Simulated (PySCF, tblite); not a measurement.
# C5H11BNSi radical: geometry, infrared bands and EPR parameters

What infrared bands and EPR parameters should C5H11BNSi radical (`[CH2]B(/N=C\C=C)[SiH2]C`) show?

Computed with tblite 0.8.0 and PySCF 2.14.0, with density-fitted response routines of our own, on a single molecule in the gas phase. Atoms are numbered from 0 throughout.

**1. The molecule as given**

19 atoms, charge 0, multiplicity 2; geometry from: force field or distance geometry start.

Bonds of the start (Å): C0–B1 1.61, B1–N2 1.54, N2–C3 1.30, C3–C4 1.47, C4–C5 1.33, B1–Si6 1.94, Si6–C7 1.86, C0–H8 1.11, C0–H9 1.11, C3–H10 1.08, C4–H11 1.09, C5–H12 1.09, C5–H13 1.09, Si6–H14 1.48, Si6–H15 1.47, C7–H16 1.11, C7–H17 1.11, C7–H18 1.11.

**2. Optimising the geometry with GFN2-xTB**

What the job is given:

```
{"job": {"kind": "relax", "xc": "GFN2-xTB", "basis": "xTB"}, "charge": 0, "multiplicity": 2}
C      0.477700    -1.862400     0.316900
B     -0.405700    -0.546900     0.573000
N      0.247800     0.767900     1.025300
C      1.429100     1.244100     0.768400
C      2.391700     0.600100    -0.138400
C      3.643400     1.032600    -0.225400
Si    -2.330700    -0.717800     0.711900
C     -3.130400     0.421700    -0.521000
H     -0.177100    -2.739900     0.124700
H      1.106600    -2.065000     1.203900
H      1.703800     2.175200     1.235400
H      2.082400    -0.197700    -0.806000
H      3.998700     1.843500     0.413900
H      4.341300     0.572000    -0.921900
H     -2.763800    -0.339200     2.073300
H     -2.735400    -2.106900     0.450800
H     -4.238200     0.328800    -0.445200
H     -2.813700     0.131500    -1.548600
H     -2.837300     1.467500    -0.309600
```

Started as:

```console
$ OMP_NUM_THREADS=1 python probes_run.py task.json out
```

This one command runs all jobs of the session in turn.

**Question.** This job is followed by: GFN2-xTB harmonic vibrations, gas phase; UKS B3LYP, pcH-1 on B C H N Si, non-relativistic, mean-field spin-orbit, GIAO. Predict these results of the whole session: strongest single infrared mode (GFN2-xTB); zero-point energy (GFN2-xTB); g(iso) (B3LYP); ⟨S²⟩; largest a(iso) (averaged by class); surface potential, 1st and 99th percentile.

**Answer**, as computed:

```
                                 quantity                  value
strongest single infrared mode (GFN2-xTB)  2130 cm⁻¹, 524 km/mol
             zero-point energy (GFN2-xTB)          89.2 kcal/mol
                           g(iso) (B3LYP)                2.00264
                                     ⟨S²⟩     0.758 (exact 0.75)
       largest a(iso) (averaged by class)    13C on C0, 67.9 MHz
    surface potential, 1st and 99th percentile     -0.48 V and 1.18 V
```

The optimisation took 164 steps and gained 1.613 eV; among the close pairs (by a distance rule), B1–N2 changed most, from 1.536 to 1.351 Å. No mode is imaginary among the 51: a minimum at this level. The strongest single mode, at 2130 cm⁻¹, moves mainly H14. Unscaled tight-binding wavenumbers are off by several per cent, some by more. Its intensities can rank the bands wrongly. C0 carries the largest spin population, 0.92 e. The isotropic g lies 0.3 ppt above the free-electron value.
